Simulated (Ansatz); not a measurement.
# CaGe3N: the cost of one run

Program: Ansatz 0.2.0. Level of theory: DFT PBE, scalar-relativistic, plane waves, PAW. These are calculated values, not measurements.

2 further runs of the same task are left out: 1 that didn't finish, 1 set aside as unsound or not needed.

## Step 1: Starting point

It takes space group R3m (No. 160, trigonal). The conventional cell has a = 6.373 Å, b = 6.373 Å, c = 8.090 Å, α = 90.00°, β = 90.00°, γ = 120.00°. Around Ca (site symmetry 3m) lie 12 Ge at 3.19 to 3.29 Å. Around Ge (site symmetry m) lie 1 N at 2.10 Å. N (site symmetry 3m) is surrounded by 3 Ge at 2.10 Å.

As a file:

```
Ca Ge N
1.0
     3.18671    1.83985    2.69679
    -3.18671    1.83985    2.69679
     0.00000   -3.67970    2.69679
Ca Ge N
1 3 1
Direct
  0.01000 0.01000 0.01000
  0.50693 0.99874 0.50693
  0.50693 0.50693 0.99874
  0.99874 0.50693 0.50693
  0.53943 0.53943 0.53943
```

A structure generator made this guess: species swapped into a database cell of CsGeI3 (R3m, No. 160), with Ca on the Cs sites, N on the Ge sites and Ge on the I sites. Its size is a rough estimate.

## Step 2: A first look at the guess

Contents of input.yaml:

```yaml
crystal:
  lattice:
    - [3.18671403, 1.8398502, 2.69678529]
    - [-3.18671403, 1.8398502, 2.69678529]
    - [0.0, -3.67970041, 2.69678529]
  atoms:
    - { symbol: Ca, position: [0.01, 0.01, 0.01] }
    - { symbol: Ge, position: [0.50692999, 0.99874002, 0.50692999] }
    - { symbol: Ge, position: [0.50692999, 0.50692999, 0.99874002] }
    - { symbol: Ge, position: [0.99874002, 0.50692999, 0.50692999] }
    - { symbol: "N", position: [0.53943002, 0.53943002, 0.53943002] }
basis:
  ecutwfc: 420
kpoints:
  mp_grid: { grid: [6, 6, 6] }
hamiltonian:
  xc: pbe
scf:
  occupations: { method: gaussian, width: 0.1 }
  lower_state_search: "off"
output:
  forces: true
  stress: true
  eigenvalues: true
```

On the command line:

```sh
> ansatz run input.yaml --threads 1 --pin off --max-ram 2560MiB --backend cpu --events-out ev --progress --plain --runs-dir out
```

**Question.** How long does this run take on 1 thread of Intel Xeon at 2.70GHz, shared host, and how much memory does it need?

About 7.9 s, with a peak of 0.39 GiB.
